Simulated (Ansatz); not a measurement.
**Al2As: one candidate of a structure search**

Aim: relax a trial structure of Al2As and see where it ends.

Program: Ansatz 0.2.0. Level of theory: DFT PBE, scalar-relativistic, plane waves, PAW. These are calculated values, not measurements.

## Step 1: Starting point

Symmetry: Fd-3m, No. 227, cubic system. Conventional cell: a = 7.555 Å, b = 7.555 Å, c = 7.555 Å, α = 90.00°, β = 90.00°, γ = 90.00°. Al (site symmetry -3m) has 6 Al at 2.67 Å and 6 As at 3.13 Å as nearest neighbours. As (site symmetry -43m) is surrounded by 12 Al at 3.13 Å.

As a file:

```
CELL_PARAMETERS angstrom
0.00000 3.77762 3.77762
3.77762 0.00000 3.77762
3.77762 3.77762 0.00000
ATOMIC_POSITIONS crystal
Al 0.62500 0.62500 0.62500
Al 0.12500 0.62500 0.62500
Al 0.62500 0.12500 0.62500
Al 0.62500 0.62500 0.12500
As 0.00000 0.00000 0.00000
As 0.25000 0.25000 0.25000
```

A structure generator made this guess: species swapped into a database cell of YbNi2 (Fd-3m, No. 227), with As on the Yb sites and Al on the Ni sites. The dimensions are guesses.

## Step 2: The guess as it stands, on a coarse mesh

input.yaml

```yaml
crystal:
  lattice:
    - [0.0, 3.77762188, 3.77762188]
    - [3.77762188, 0.0, 3.77762188]
    - [3.77762188, 3.77762188, 0.0]
  atoms:
    - { symbol: Al, position: [0.625, 0.625, 0.625] }
    - { symbol: Al, position: [0.125, 0.625, 0.625] }
    - { symbol: Al, position: [0.625, 0.125, 0.625] }
    - { symbol: Al, position: [0.625, 0.625, 0.125] }
    - { symbol: As, position: [0.0, 0.0, 0.0] }
    - { symbol: As, position: [0.25, 0.25, 0.25] }
basis:
  ecutwfc: 420
kpoints:
  mp_grid: { grid: [4, 4, 4] }
hamiltonian:
  xc: pbe
scf:
  occupations: { method: gaussian, width: 0.1 }
  lower_state_search: "off"
output:
  forces: true
  stress: true
  eigenvalues: true
```

Run with:

```bash
$ ansatz run input.yaml --threads 1 --pin off --max-ram 2048MiB --backend cpu --events-out ev --progress --plain --runs-dir out
```

The session goes on with these runs: full relaxation.

Before running it: what results should come out? Wanted: conventional cell; volume; energy over the elements; gap on the mesh.

As calculated:

| quantity | value |
| --- | --- |
| symmetry at the end (tolerance 0.05 Å) | space group Fd-3m (No. 227) |
| conventional cell | a = 7.586 Å, b = 7.586 Å, c = 7.586 Å, α = 90.00°, β = 90.00°, γ = 90.00° |
| volume | 18.19 Å³/atom |
| energy over the elements | +0.29 eV/atom |
| gap on the mesh | none (metal) |

The space group Fd-3m (No. 227) is kept, and the volume per atom grows by 1.2 % from the first guess. With a positive formation energy it can't be a ground state. No finished test with a distortion of lower symmetry is shown, so the end may be a saddle point.
